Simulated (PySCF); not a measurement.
# A gas-phase reaction: H2OSZn → HSZn + HO

Aim: the reaction energy of `[OH][Zn][SH]` → `[SH][Zn]` + `[OH]`.

Computed with PySCF 2.14.0; each step states its level. No surroundings beyond the atoms listed, unless a continuum is named. Atoms count from 0, parts from 1.

## Step 1: The system as given

Each species was relaxed by itself at PBE0-D3(BJ)/def2-SVPD.

## Step 2: Reaction energy: wB97M-D3(BJ)/def2-TZVPD

The job: settings as JSON, then the geometry in Å.

```
{"job": {"kind": "react", "xc": "wB97M-D3(BJ)", "basis": "def2-TZVPD"}, "charge": 0, "multiplicity": 1}
-1 H2OSZn charge 0 multiplicity 1
O     -1.054100    -0.048360     1.596610
Zn    -0.309760     0.189840    -0.005220
S      0.433540     0.606230    -2.007890
H     -0.637840    -0.643540     2.224140
H      1.568160    -0.104170    -1.807640

+1 HSZn charge 0 multiplicity 2
S     -0.156960     0.831280     0.189840
Zn     1.213750    -0.711130    -0.723940
H     -1.056800    -0.120160     0.534110

+1 HO charge 0 multiplicity 2
O      0.485740    -0.015500     0.001800
H     -0.488310     0.015870    -0.000210
```

With the program's defaults for keys left out, this is: wB97M-D3(BJ)/def2-TZVPD reaction energy of separated species, gas phase.

Started as:

```sh
OMP_NUM_THREADS=1 python cluster_run.py task.json out
```

The driver reads the jobs from task.json and runs them one after another.

Log:

```text
species 1 (H2OSZn)
coarse grid: 23880 points
cycle   1  E = -2254.0307178196  dE = -1.919e-01  |g| = 1.103e+00  |ddm| = 1.824e+00
cycle   2  E = -2253.8598334404  dE =  1.709e-01  |g| = 1.772e+00  |ddm| = 1.524e+00
cycle   3  E = -2254.2048790754  dE = -3.450e-01  |g| = 7.375e-02  |ddm| = 8.342e-01
cycle   4  E = -2254.2062183426  dE = -1.339e-03  |g| = 3.804e-02  |ddm| = 9.870e-02
cycle   5  E = -2254.2064767832  dE = -2.584e-04  |g| = 1.559e-02  |ddm| = 3.331e-02
cycle   6  E = -2254.2065291168  dE = -5.233e-05  |g| = 6.629e-03  |ddm| = 1.520e-02
cycle   7  E = -2254.2065419032  dE = -1.279e-05  |g| = 1.183e-03  |ddm| = 9.353e-03
cycle   8  E = -2254.2065432709  dE = -1.368e-06  |g| = 4.958e-04  |ddm| = 3.663e-03
final grid: 46736 points
cycle   9  E = -2254.2064679954  dE = -1.490e-07  |g| = 4.150e-04  |ddm| = 1.699e-03
cycle  10  E = -2254.2064679992  dE = -3.825e-09  |g| = 6.522e-04  |ddm| = 4.410e-04
cycle  11  E = -2254.2064680312  dE = -3.195e-08  |g| = 5.686e-05  |ddm| = 2.071e-04
cycle  12  E = -2254.2064680336  dE = -2.408e-09  |g| = 4.723e-05  |ddm| = 1.230e-04
cycle  13  E = -2254.2064680345  dE = -8.918e-10  |g| = 1.528e-05  |ddm| = 8.462e-05
converged SCF energy = -2254.2064680345

species 2 (HSZn)
coarse grid: 16232 points
cycle   1  E = -2178.2095651015  dE = -3.170e-01  |g| = 4.800e-01  |ddm| = 1.036e+00
cycle   2  E = -2178.1848025570  dE =  2.476e-02  |g| = 7.647e-01  |ddm| = 5.772e-01
cycle   3  E = -2178.2687419147  dE = -8.394e-02  |g| = 4.495e-02  |ddm| = 2.159e-01
cycle   4  E = -2178.2707447334  dE = -2.003e-03  |g| = 1.907e-02  |ddm| = 7.371e-02
cycle   5  E = -2178.2714065762  dE = -6.618e-04  |g| = 9.269e-03  |ddm| = 5.018e-02
cycle   6  E = -2178.2717224812  dE = -3.159e-04  |g| = 3.623e-03  |ddm| = 4.669e-02
cycle   7  E = -2178.2717836551  dE = -6.117e-05  |g| = 1.601e-03  |ddm| = 2.128e-02
cycle   8  E = -2178.2717936833  dE = -1.003e-05  |g| = 5.033e-04  |ddm| = 9.072e-03
cycle   9  E = -2178.2717943391  dE = -6.558e-07  |g| = 1.581e-04  |ddm| = 2.089e-03
final grid: 30160 points
cycle  10  E = -2178.2717073872  dE = -6.676e-08  |g| = 2.798e-04  |ddm| = 5.972e-04
cycle  11  E = -2178.2717073832  dE =  4.045e-09  |g| = 4.386e-04  |ddm| = 2.319e-04
cycle  12  E = -2178.2717074079  dE = -2.475e-08  |g| = 3.010e-05  |ddm| = 1.048e-04
cycle  13  E = -2178.2717074103  dE = -2.318e-09  |g| = 1.858e-05  |ddm| = 8.640e-05
cycle  14  E = -2178.2717074110  dE = -7.117e-10  |g| = 4.938e-06  |ddm| = 5.170e-05
converged SCF energy = -2178.2717074110

species 3 (HO)
coarse grid: 7656 points
cycle   1  E = -75.7626907037  dE = -2.117e-01  |g| = 2.065e-01  |ddm| = 6.071e-01
cycle   2  E = -75.7743565957  dE = -1.167e-02  |g| = 1.451e-01  |ddm| = 1.776e-01
cycle   3  E = -75.7810757307  dE = -6.719e-03  |g| = 2.342e-02  |ddm| = 6.589e-02
cycle   4  E = -75.7812931579  dE = -2.174e-04  |g| = 4.864e-03  |ddm| = 1.316e-02
cycle   5  E = -75.7813166557  dE = -2.350e-05  |g| = 1.391e-03  |ddm| = 5.197e-03
cycle   6  E = -75.7813195519  dE = -2.896e-06  |g| = 2.759e-04  |ddm| = 2.194e-03
final grid: 16584 points
cycle   7  E = -75.7813220063  dE = -1.017e-07  |g| = 1.446e-04  |ddm| = 2.891e-04
cycle   8  E = -75.7813220309  dE = -2.463e-08  |g| = 8.124e-05  |ddm| = 1.411e-04
cycle   9  E = -75.7813220372  dE = -6.283e-09  |g| = 5.226e-05  |ddm| = 7.596e-05
cycle  10  E = -75.7813220398  dE = -2.562e-09  |g| = 1.852e-06  |ddm| = 6.887e-05
cycle  11  E = -75.7813220398  dE = -4.690e-12  |g| = 3.324e-07  |ddm| = 3.495e-06
converged SCF energy = -75.7813220398

Reaction energy = 96.872 kcal/mol
```

Wall time 11 s (1 thread of Arm Neoverse V2, shared host); peak memory 0.55 GiB.

Species by species (with the dispersion term, which the log's SCF energies lack):

```tsv
ν	species	energy (Eh)	HOMO (eV)
-1	[OH][Zn][SH]	-2254.20993	-9.74
+1	[SH][Zn]	-2178.27392	-8.04
+1	[OH]	-75.78163	-11.87
```

## Step 3: Energies of the species: PBE0-D3(BJ)/def2-TZVPD

The job, as its differences from that of step 2:

```diff
@@ -1,2 +1,2 @@
-{"job": {"kind": "react", "xc": "wB97M-D3(BJ)", "basis": "def2-TZVPD"}, "charge": 0, "multiplicity": 1}
+{"job": {"kind": "react", "xc": "PBE0", "basis": "def2-TZVPD", "disp": "d3bj"}, "charge": 0, "multiplicity": 1}
 -1 H2OSZn charge 0 multiplicity 1
```

With the program's defaults for keys left out, this is: PBE0-D3(BJ)/def2-TZVPD reaction energy of separated species, gas phase.

Log:

```text
species 1 (H2OSZn)
coarse grid: 23880 points
cycle   1  E = -2253.4335067122  dE = -1.085e-01  |g| = 1.252e+00  |ddm| = 1.905e+00
cycle   2  E = -2252.4685652114  dE =  9.649e-01  |g| = 2.809e+00  |ddm| = 2.642e+00
cycle   3  E = -2253.6294940344  dE = -1.161e+00  |g| = 3.060e-01  |ddm| = 2.009e+00
cycle   4  E = -2253.6413408244  dE = -1.185e-02  |g| = 2.118e-01  |ddm| = 3.163e-01
cycle   5  E = -2253.6470807068  dE = -5.740e-03  |g| = 2.958e-02  |ddm| = 9.007e-02
cycle   6  E = -2253.6472853058  dE = -2.046e-04  |g| = 1.170e-02  |ddm| = 3.578e-02
cycle   7  E = -2253.6473092245  dE = -2.392e-05  |g| = 2.007e-03  |ddm| = 9.633e-03
cycle   8  E = -2253.6473100149  dE = -7.904e-07  |g| = 4.285e-04  |ddm| = 1.813e-03
final grid: 46736 points
cycle   9  E = -2253.6473118318  dE = -4.498e-08  |g| = 4.906e-04  |ddm| = 1.232e-03
cycle  10  E = -2253.6473117864  dE =  4.539e-08  |g| = 7.759e-04  |ddm| = 9.965e-04
cycle  11  E = -2253.6473118944  dE = -1.080e-07  |g| = 1.712e-04  |ddm| = 5.311e-04
cycle  12  E = -2253.6473118978  dE = -3.336e-09  |g| = 1.670e-05  |ddm| = 7.614e-05
cycle  13  E = -2253.6473118978  dE = -4.275e-11  |g| = 4.399e-06  |ddm| = 1.715e-05
converged SCF energy = -2253.6473118978

species 2 (HSZn)
coarse grid: 16232 points
cycle   1  E = -2177.7285732564  dE = -2.813e-01  |g| = 5.697e-01  |ddm| = 1.076e+00
cycle   2  E = -2177.5491435449  dE =  1.794e-01  |g| = 1.124e+00  |ddm| = 9.533e-01
cycle   3  E = -2177.8096581810  dE = -2.605e-01  |g| = 3.979e-02  |ddm| = 5.546e-01
cycle   4  E = -2177.8103190154  dE = -6.608e-04  |g| = 1.214e-02  |ddm| = 4.795e-02
cycle   5  E = -2177.8104165653  dE = -9.755e-05  |g| = 5.994e-03  |ddm| = 1.749e-02
cycle   6  E = -2177.8104328590  dE = -1.629e-05  |g| = 1.471e-03  |ddm| = 7.508e-03
cycle   7  E = -2177.8104343792  dE = -1.520e-06  |g| = 5.115e-04  |ddm| = 2.557e-03
final grid: 30160 points
cycle   8  E = -2177.8104217857  dE = -1.022e-08  |g| = 7.267e-04  |ddm| = 1.479e-03
cycle   9  E = -2177.8104215028  dE =  2.829e-07  |g| = 1.243e-03  |ddm| = 1.689e-03
cycle  10  E = -2177.8104220674  dE = -5.645e-07  |g| = 2.160e-04  |ddm| = 8.857e-04
cycle  11  E = -2177.8104220806  dE = -1.320e-08  |g| = 2.720e-05  |ddm| = 1.473e-04
cycle  12  E = -2177.8104220816  dE = -9.941e-10  |g| = 1.704e-05  |ddm| = 7.154e-05
converged SCF energy = -2177.8104220816

species 3 (HO)
coarse grid: 1712 points
cycle   1  E = -75.6674826143  dE = -1.165e-01  |g| = 2.231e-01  |ddm| = 6.103e-01
cycle   2  E = -75.6666193413  dE =  8.633e-04  |g| = 2.393e-01  |ddm| = 2.416e-01
cycle   3  E = -75.6874576996  dE = -2.084e-02  |g| = 2.665e-02  |ddm| = 1.261e-01
cycle   4  E = -75.6877139581  dE = -2.563e-04  |g| = 5.201e-03  |ddm| = 1.314e-02
cycle   5  E = -75.6877276136  dE = -1.366e-05  |g| = 9.132e-04  |ddm| = 3.510e-03
cycle   6  E = -75.6877286586  dE = -1.045e-06  |g| = 2.565e-04  |ddm| = 1.183e-03
final grid: 16584 points
cycle   7  E = -75.6876034418  dE = -1.039e-05  |g| = 1.723e-03  |ddm| = 3.844e-03
cycle   8  E = -75.6876032374  dE =  2.045e-07  |g| = 1.806e-03  |ddm| = 1.532e-03
cycle   9  E = -75.6876043602  dE = -1.123e-06  |g| = 1.667e-04  |ddm| = 8.865e-04
cycle  10  E = -75.6876043759  dE = -1.569e-08  |g| = 3.456e-05  |ddm| = 1.191e-04
cycle  11  E = -75.6876043775  dE = -1.679e-09  |g| = 7.779e-06  |ddm| = 5.430e-05
cycle  12  E = -75.6876043777  dE = -1.321e-10  |g| = 3.986e-06  |ddm| = 1.465e-05
converged SCF energy = -75.6876043777

Reaction energy = 94.109 kcal/mol
```

It took 6 s on 1 thread of Arm Neoverse V2, shared host; peak memory 0.53 GiB.

Reaction energy at this level: 94.11 kcal/mol.

## Step 4: Side by side

Energies in kcal/mol, with wall time:

```tsv
run	reaction	time
wB97M-D3(BJ)/def2-TZVPD	96.87	11 s
PBE0-D3(BJ)/def2-TZVPD	94.11	6 s
```

## Step 5: What came out

```
                                                quantity                    value
               reaction energy (wB97M-D3(BJ)/def2-TZVPD)           96.87 kcal/mol
                     ΔH, ΔG at 298 K (xTB thermal terms)    +94.9, +85.2 kcal/mol
range of the reaction energy over the runs of this table  94.11 to 96.87 kcal/mol
```

**Reading.** The reaction is endothermic by 94.9 kcal/mol in the gas phase; dispersion gives +0.59, and xTB itself gave 106.2 for the electronic energy (xTB energies and thermal terms come from the earlier relaxation of each species, not shown). No barrier was sought. The reaction energy runs from 94.11 (PBE0-D3(BJ)/def2-TZVPD) to 96.87 kcal/mol (wB97M-D3(BJ)/def2-TZVPD).
